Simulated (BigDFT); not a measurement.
Here is a BigDFT 1.9.6 calculation.

Contents of input.yaml:

```yaml
dft:
  hgrids: 0.27
  rmult: [6.0, 8.0]
  ixc: PBE
  gnrm_cv: 3.e-05
  ncong: 6
  idsx: 6
  dispersion: 4
  itermax: 80
  nrepmax: 2
```

The input posinp.ascii:

```
# H2CF
11.0000000000 0.0 12.0000000000
0.0 0.0 12.0000000000
#keyword: angstroem, freeBC
   5.5268070000    6.7829520000    6.1221480000 C
   5.4786490000    5.3679000000    6.1220160000 C
   6.3866440000    4.8133440000    6.8878560000 F
   5.7388320000    4.8954720000    4.8565800000 F
   6.5067420000    7.1341800000    5.8455000000 H
   5.3734340000    7.2113280000    7.1560080000 H
   4.7757600000    7.1805120000    5.5523520000 H
   4.5826220000    4.9628520000    6.4534800000 H
```

Potentials or basis: GTH-PBE (C q4, F q7, H q1).

Launch:

```bash
$ OMP_NUM_THREADS=1 bigdft  # reads input.yaml, posinp.ascii, psppar.C, psppar.F, psppar.H
```

**Question.** Estimate the dipole moment.

**Answer.** 2.25 D.

**Question.** Predict the dispersion energy per atom.

**Answer.** -0.009 eV.

**Question.** Estimate the largest force.

**Answer.** 4.089 eV/Å.

Forces on the atoms (eV/Å):
```
C    1.479  2.410  2.954
C   -0.128 -0.960 -1.270
F    2.599 -1.113  2.092
F   -0.084 -0.382 -1.140
H    0.547  0.241 -0.563
H    0.007 -0.567 -0.574
H   -1.917  1.189 -1.841
H   -2.503 -0.817  0.343
```

Caveat: boundaries are free: the box only frames the coordinates; the noise in the forces, which the program reports and removes, is over 0.05 eV/Å, so forces are rough.
